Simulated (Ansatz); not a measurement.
BiTe (Tsumoite):

```
Bi Te
1.0
     4.42300    0.00000    0.00000
    -2.21150    3.83043    0.00000
     0.00000    0.00000   24.00200
Bi Te
6 6
Direct
  0.33333 0.66667 0.54250
  0.66667 0.33333 0.45750
  0.66667 0.33333 0.70920
  0.33333 0.66667 0.29080
  0.00000 0.00000 0.87580
  0.00000 0.00000 0.12420
  0.00000 0.00000 0.63130
  0.00000 0.00000 0.36870
  0.33333 0.66667 0.78510
  0.66667 0.33333 0.21490
  0.66667 0.33333 0.94480
  0.33333 0.66667 0.05520
```

Base run:

- Program: Ansatz 0.2.0
- Functional: LDA
- Potentials or basis: all-electron LAPW, scalar-relativistic
- Cutoff: 192 eV (chosen from the basis error)
- Basis error allowed: 0.002 eV/atom
- k mesh: 7 × 7 × 2
- Occupations: fermi-dirac, width 0.05 eV
- Spin: no spin polarisation

Its results: pressure -1.9 GPa; largest force 1.397 eV/Å.

The run is repeated on the same cell with these changes: functional from LDA to PBEsol. What comes out?

Pressure -0.8 GPa; largest force 1.368 eV/Å.

PBEsol binds less tightly than LDA, so the same cell stands under more pressure.

Caveats: forces of over 1 eV/Å show positions far from the minimum, so gaps and moduli don't describe the material at rest.
